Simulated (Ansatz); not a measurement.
Run this with Ansatz 0.2.0 through its Python package and show what comes out.

`transition.py`:
```python
"""Enthalpies of two structures of Lu under pressure."""

import ansatz as az
import numpy as np

ECUT = 470
FUNCTIONAL = "lda"
K_SPACING = 0.39
OCCUPATIONS = "gaussian"
SMEARING_WIDTH = 0.05


def diamond(first, a):
    return az.Crystal.diamond(first, a=a)


def sc(A, a):
    return (
        az.Lattice.cubic(a)
        .space_group(221)
        .atom(A, (0, 0, 0))
    )


def solve(name, crystal, pressure=0.0):
    calc = (
        crystal.calculation()
        .basis(ECUT, density_ratio=8)
        .mixing("anderson", preconditioner="resta")
        .functional(FUNCTIONAL)
        .kpoints(spacing=K_SPACING)
        .occupations(OCCUPATIONS, width=SMEARING_WIDTH)
    )
    calc = calc.relax(force_tolerance=0.01, cell=True, pressure=pressure)
    return calc.run(threads=1, backend="cpu")


def volume_per_atom(outcome):
    return abs(np.linalg.det(outcome.lattice.cell_ang)) / len(outcome.lattice.sites)

phases = {}
phases["diamond"] = diamond("Lu", 6.74)
phases["sc"] = sc("Lu", 3.19)

# enthalpy per atom at each pressure
pressures = [0, 20, 40, 60]
enthalpy, volume = {name: [] for name in phases}, {name: [] for name in phases}
for p in pressures:
    for name, crystal in phases.items():
        o = solve(name, crystal, pressure=p)
        volume[name].append(volume_per_atom(o))
        enthalpy[name].append(o.report["energy_sigma0_ev"] / len(o.lattice.sites) + p * volume[name][-1] / 160.21766)
gap = np.array(enthalpy["sc"]) - np.array(enthalpy["diamond"])
rows = [(p, va, vb, 1000 * d) for p, va, vb, d in zip(pressures, volume["diamond"], volume["sc"], gap)]
print("   P (GPa)  V diamond (A^3/atom)  V sc (A^3/atom)  H(sc) - H(diamond) (meV/atom)")
for row in rows:
    print(f"{row[0]:10d}  {row[1]:20.3f}  {row[2]:15.3f}  {row[3]:+29.1f}")
crossings = [p0 - g0 * (p1 - p0) / (g1 - g0) for p0, p1, g0, g1 in zip(pressures, pressures[1:], gap, gap[1:]) if g0 * g1 < 0]
print("crossing near", [round(float(p), 1) for p in crossings], "GPa") if crossings else print("no crossing in this range")
```

`python transition.py` gives:
```text
   P (GPa)  V diamond (A^3/atom)  V sc (A^3/atom)  H(sc) - H(diamond) (meV/atom)
         0                42.269           27.145                        -1290.8
        20                21.966           20.694                        -1746.0
        40                19.058           17.619                        -1911.9
        60                16.948           16.003                        -2043.1
no crossing in this range
```

Notes:
- These settings explore the input space; cutoff and mesh may be short of convergence.
- At a fixed pressure a relaxation lowers the enthalpy F + PV, while F alone can rise.
- Only these two structures are compared, at zero temperature and with their symmetry kept; either may be hypothetical, and another phase may be lower than both. Differences under about 40 meV an atom lie within the error of mesh and functional.
- The cells are prototypes set up for this calculation and needn't exist.
- Hardware and time: 2 min on 1 thread of Arm Neoverse V1, with other jobs on the host, peak memory 0.43 GiB.

(Lines on the test bed's own set-up are left out of the output.)
